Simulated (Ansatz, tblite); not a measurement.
# Trans-NiCl2(NH3)2 (Cl2H6N2Ni): rung by rung

The task here is to estimate one member of a computed series from the others.

Program: Ansatz 0.2.0, Gaussian basis. Level of theory: as each input shows. These are calculated values, not measurements.

Plan: GFN1-xTB, GFN2-xTB, PBE-D4/def2-TZVP, r2SCAN-D4/def2-TZVP, r2SCAN0-D4/def2-TZVP, B2PLYP/def2-TZVP, revPBE-D4/def2-TZVP, BHLYP-D4/def2-TZVP, r2SCANh-D4/def2-TZVP, PBE-D4/def2-SVP, PBE0-D4/def2-SVP, HF/STO-3G, PBE0-D4/def2-TZVPD, PBE-D4/def2-TZVPD, r2SCAN-D4/def2-TZVPD, CCSD(T)/def2-SVP, MP2/def2-TZVP, RPA/def2-TZVP.

**The structure**

The geometry is that of the singlet, from an earlier relaxation (PBE-D4/def2-SVP).

11 atoms, charge 0, spin multiplicity 1.

Bond lengths: Ni1–Cl2 2.188 Å, Ni1–N3 1.904 Å, Ni1–Cl7 2.188 Å, Ni1–N8 1.904 Å, N3–H4 1.031 Å, N3–H5 1.032 Å, N3–H6 1.031 Å, N8–H9 1.031 Å, N8–H10 1.031 Å, N8–H11 1.032 Å. Angles: Cl2–Ni1–N3 90.0°, Cl2–Ni1–Cl7 180.0°, Cl2–Ni1–N8 90.1°, N3–Ni1–Cl7 90.0°, N3–Ni1–N8 179.9°, Cl7–Ni1–N8 89.9°, Ni1–N3–H4 110.0°, Ni1–N3–H5 110.1°, Ni1–N3–H6 110.6°, H4–N3–H5 107.5°, H4–N3–H6 107.1°, H5–N3–H6 111.4°, Ni1–N8–H9 110.0°, Ni1–N8–H10 110.6°, Ni1–N8–H11 110.1°, H9–N8–H10 106.8°, H9–N8–H11 107.9°, H10–N8–H11 111.2°.

Formally the metal is d8. No spin-orbit coupling is included.

PBE0-D4/def2-TZVP was run before; its log isn't repeated, and its numbers join the tables.

Set-up of the first run:

Tight binding, by tblite at 300 K electronic temperature and without a spin-polarisation term:

```python
tblite.interface.Calculator('GFN1-xTB', numbers, positions, charge=0, uhf=0).singlepoint()
```

Tight binding, by tblite at 300 K electronic temperature and without a spin-polarisation term:

```python
tblite.interface.Calculator('GFN2-xTB', numbers, positions, charge=0, uhf=0).singlepoint()
```

start.molden holds the orbitals of an earlier run on this state, given as this run's starting guess.

The input, in.yaml:

```yaml
crystal:
  periodic: [false, false, false]
  atoms:
    - {symbol: Ni, position_ang: [0.002358, 0.000005, -0.000216]}
    - {symbol: Cl, position_ang: [2.189665, 0.009289, 0.030218]}
    - {symbol: N, position_ang: [-0.006236, 1.904237, -0.009097]}
    - {symbol: H, position_ang: [0.044558, 2.262091, 0.956687]}
    - {symbol: H, position_ang: [-0.883804, 2.253357, -0.424338]}
    - {symbol: H, position_ang: [0.817611, 2.268799, -0.510799]}
    - {symbol: Cl, position_ang: [-2.185131, -0.009301, -0.032111]}
    - {symbol: N, position_ang: [0.007587, -1.904218, 0.008680]}
    - {symbol: H, position_ang: [-0.128672, -2.262571, -0.948509]}
    - {symbol: H, position_ang: [-0.772867, -2.266672, 0.576507]}
    - {symbol: H, position_ang: [0.914930, -2.255006, 0.352996]}
basis:
  gaussian: {orbitals: def2-TZVP, initial_orbitals: start.molden}
hamiltonian: {xc: pbe, dispersion: d4}
scf: {omitted_lower_state_checks: [starts]}
output: {forces: true, orbitals: {seedname: orbitals}}
```

Launch:

```bash
> ansatz run in.yaml --threads 4 --pin off --events-out ev --progress --plain --max-ram 8704MiB
```

Among the steps run: PBE-D4/def2-TZVP; r2SCAN-D4/def2-TZVP; r2SCAN0-D4/def2-TZVP; B2PLYP/def2-TZVP; revPBE-D4/def2-TZVP; BHLYP-D4/def2-TZVP; r2SCANh-D4/def2-TZVP; PBE-D4/def2-SVP; PBE0-D4/def2-SVP; HF/STO-3G; PBE0-D4/def2-TZVPD; PBE-D4/def2-TZVPD; r2SCAN-D4/def2-TZVPD; CCSD(T)/def2-SVP; MP2/def2-TZVP; RPA/def2-TZVP.

One of the session's tables, all rows but one given; the rest of the session is left out.

It belongs to the step «Binding energy». 

| level | binding an atom (eV) |
| --- | --- |
| HF/def2-SVP | 2.051 |
| HF/def2-TZVP | 2.035 |
| PBE-D4/def2-SVP | ? |
| PBE-D4/def2-TZVP | 3.335 |
| PBE-D4/def2-TZVPD | 3.344 |
| revPBE-D4/def2-TZVP | 3.239 |
| r2SCAN-D4/def2-TZVP | 3.268 |
| r2SCAN-D4/def2-TZVPD | 3.274 |
| r2SCANh-D4/def2-TZVP | 3.224 |
| PBE0-D4/def2-SVP | 3.249 |
| PBE0-D4/def2-TZVP | 3.209 |
| PBE0-D4/def2-TZVPD | 3.215 |
| r2SCAN0-D4/def2-TZVP | 3.161 |
| BHLYP-D4/def2-TZVP | 3.087 |
| MP2/def2-SVP | 2.986 |
| MP2/def2-TZVP | 3.116 |
| CCSD/def2-SVP | 2.943 |
| CCSD(T)/def2-SVP | 2.994 |

Q: Estimate the row for PBE-D4/def2-SVP from the others.

**Answer.** binding an atom (eV): 3.391. In the column «binding an atom (eV)» it is the highest.

Caveats from the session: Free atoms were run apart at each level; binding is atoms less cluster, divided by the number of atoms, without zero-point or spin-orbit terms.
